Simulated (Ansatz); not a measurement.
# CaIrO3: the cost of one run

Computed with Ansatz 0.2.0 (DFT PBEsol, scalar-relativistic, plane waves, PAW, unless a step's input says otherwise).

1 further run of the same task is left out (set aside as unsound or not needed).

### Step 1. Starting point

It takes space group Cmcm (No. 63, orthorhombic). The conventional cell has a = 3.173 Å, b = 9.670 Å, c = 7.247 Å, α = 90.00°, β = 90.00°, γ = 90.00°. Ca (site symmetry m2m) has 8 O at 2.32 to 2.49 Å in its first shell of neighbours. Around Ir (site symmetry 2/m) lie 6 O at 1.96 to 2.03 Å. O (site symmetry m2m) has 2 Ir at 1.96 Å and 2 Ca at 2.32 Å in its first shell of neighbours. O (site symmetry m) is surrounded by 2 Ir at 2.03 Å and 3 Ca at 2.45 to 2.49 Å.

As a file:

```xyz
10
Lattice="1.5867 -4.8352 0.0000 1.5867 4.8352 0.0000 0.0000 0.0000 7.2469" Properties=species:S:1:pos:R:3 pbc="T T T"
Ca    1.5867    2.4365    1.8117
Ca    1.5867   -2.4365    5.4351
Ir    0.0000    0.0000    0.0000
Ir    0.0000    0.0000    3.6234
O     1.5867   -4.0952    1.8117
O     1.5867    4.0952    5.4351
O     1.5867   -1.2210    3.2674
O     1.5867    1.2210    6.8908
O     1.5867    1.2210    3.9795
O     1.5867   -1.2210    0.3561
```

This cell was relaxed beforehand with the same method: volume 11.12 Å³/atom, gap on the mesh none (metal).

### Step 2. Static run: bands, density of states and charges

The input, input.yaml:

```yaml
crystal:
  lattice:
    - [1.5866931171, -4.8352399151, 0.0]
    - [1.5866931171, 4.8352399151, 0.0]
    - [0.0, 0.0, 7.2468556092]
  atoms:
    - { symbol: Ca, position: [0.2480460654, 0.7519539346, 0.25] }
    - { symbol: Ca, position: [0.7519539346, 0.2480460654, 0.75] }
    - { symbol: Ir, position: [0.0, 0.0, 0.0] }
    - { symbol: Ir, position: [0.0, 0.0, 0.5] }
    - { symbol: O, position: [0.92347904, 0.07652096, 0.25] }
    - { symbol: O, position: [0.07652096, 0.92347904, 0.75] }
    - { symbol: O, position: [0.6262631733, 0.3737368267, 0.4508681471] }
    - { symbol: O, position: [0.3737368267, 0.6262631733, 0.9508681471] }
    - { symbol: O, position: [0.3737368267, 0.6262631733, 0.5491318529] }
    - { symbol: O, position: [0.6262631733, 0.3737368267, 0.0491318529] }
basis:
  ecutwfc: 420
kpoints:
  mp_grid: { grid: [12, 12, 6] }
  band_path:
    path:
      - [[0.0, 0.0, 0.0], [-0.5, 0.5, 0.0], [-0.27692092, 0.72307908, 0.0]]
      - [[0.27692092, 0.27692092, 0.0], [0.0, 0.0, 0.0], [0.0, 0.0, 0.5], [0.27692092, 0.27692092, 0.5]]
      - [[-0.27692092, 0.72307908, 0.5], [-0.5, 0.5, 0.5], [-0.5, 0.5, 0.0]]
      - [[0.0, 0.0, 0.0], [0.0, 0.5, 0.0], [0.0, 0.5, 0.5], [0.0, 0.0, 0.5], [-0.5, 0.5, 0.5]]
    npoints: 14
hamiltonian:
  xc: pbesol
scf:
  occupations: { method: gaussian, width: 0.1 }
  n_extra_bands: 25
output:
  forces: true
  stress: true
  eigenvalues: true
  populations: true
  dos: { projected: true, de: 0.02, nscf_kmesh: { grid: [18, 18, 9] } }
  bader: true
  write_density: true
  write_potential: true
  elf: true
  volumetric_format: npy
checkpoint:
  read: start.run
  write: ck
  compress: false
  write_wavefunctions: false
  write_every: 100000
```

Command:

```
ansatz run input.yaml --threads 2 --pin off --max-ram 5120MiB --backend cpu --events-out ev --progress --plain --runs-dir out
```

Q: Estimate wall time and peak memory on 2 threads of Intel Xeon 6975P-C (Granite Rapids), shared host.

About 97 s, with a peak of 2 GiB.
